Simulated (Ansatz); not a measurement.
# C2H4SiZn: basis-set convergence

The task here is to estimate one member of a computed series from the others.

The runs use Ansatz 0.2.0, Gaussian basis; one geometry, several basis sets.

Levels to be run: PBE0-D4/def2-SVP; ωB97M-V/def2-SVP; PBE0-D4/def2-QZVPP; ωB97M-V/def2-QZVPP; the functionals' def2-TZVPP values are taken from earlier runs.

## The geometry

All runs share one geometry, relaxed beforehand with PBE0-D4 in a triple-zeta def2 set.

8 atoms, charge 0, spin multiplicity 1.

Atoms are counted from 1 here; the program's logs count them from 0.

Bond lengths: Si1–C2 1.823 Å, Si1–H5 1.483 Å, Si1–H6 1.483 Å, Si1–H7 1.484 Å, C2–C3 1.206 Å, C3–H8 1.066 Å. Angles: C2–Si1–H5 109.3°, C2–Si1–H6 109.3°, C2–Si1–H7 108.9°, H5–Si1–H6 109.8°, H5–Si1–H7 109.8°, H6–Si1–H7 109.8°, Si1–C2–C3 179.4°, C2–C3–H8 179.9°.

The first run:

The input, in.yaml:

```yaml
crystal:
  periodic: [false, false, false]
  atoms:
    - {symbol: Si, position_ang: [-0.482135, 1.125238, -0.335506]}
    - {symbol: C, position_ang: [-0.428143, -0.559350, 0.360031]}
    - {symbol: C, position_ang: [-0.379813, -1.674590, 0.816680]}
    - {symbol: Zn, position_ang: [3.200771, -1.013058, -0.551302]}
    - {symbol: H, position_ang: [-1.517024, 1.185587, -1.395996]}
    - {symbol: H, position_ang: [-0.809776, 2.090662, 0.741460]}
    - {symbol: H, position_ang: [0.846742, 1.448877, -0.912011]}
    - {symbol: H, position_ang: [-0.338422, -2.660267, 1.220747]}
basis:
  gaussian: {orbitals: def2-SVP}
hamiltonian: {xc: pbe0, dispersion: d4}
output: {orbitals: {seedname: orbitals}}
```

Among the steps run: PBE0-D4 in def2-SVP; ωB97M-V in def2-SVP; PBE0-D4 in def2-QZVPP; ωB97M-V in def2-QZVPP.

One of the session's tables, all rows but one given; the rest of the session is left out.

It belongs to the step «Functionals by basis». 

| functional | basis | HOMO (eV) | LUMO (eV) |
| --- | --- | --- | --- |
| PBE0-D4 | def2-SVP | -6.07 | 0.01 |
| PBE0-D4 | def2-TZVPP | -6.33 | -0.48 |
| PBE0-D4 | def2-QZVPP | ? | ? |
| ωB97M-V | def2-SVP | -8.15 | 2.12 |
| ωB97M-V | def2-TZVPP | -8.42 | 0.98 |
| ωB97M-V | def2-QZVPP | -8.42 | 0.66 |

Q: Estimate the row for PBE0-D4, def2-QZVPP from the others.

The run gave: HOMO (eV): -6.32; LUMO (eV): -0.56. In the column «HOMO (eV)» it lies between PBE0-D4, def2-TZVPP (-6.33) and PBE0-D4, def2-SVP (-6.07).
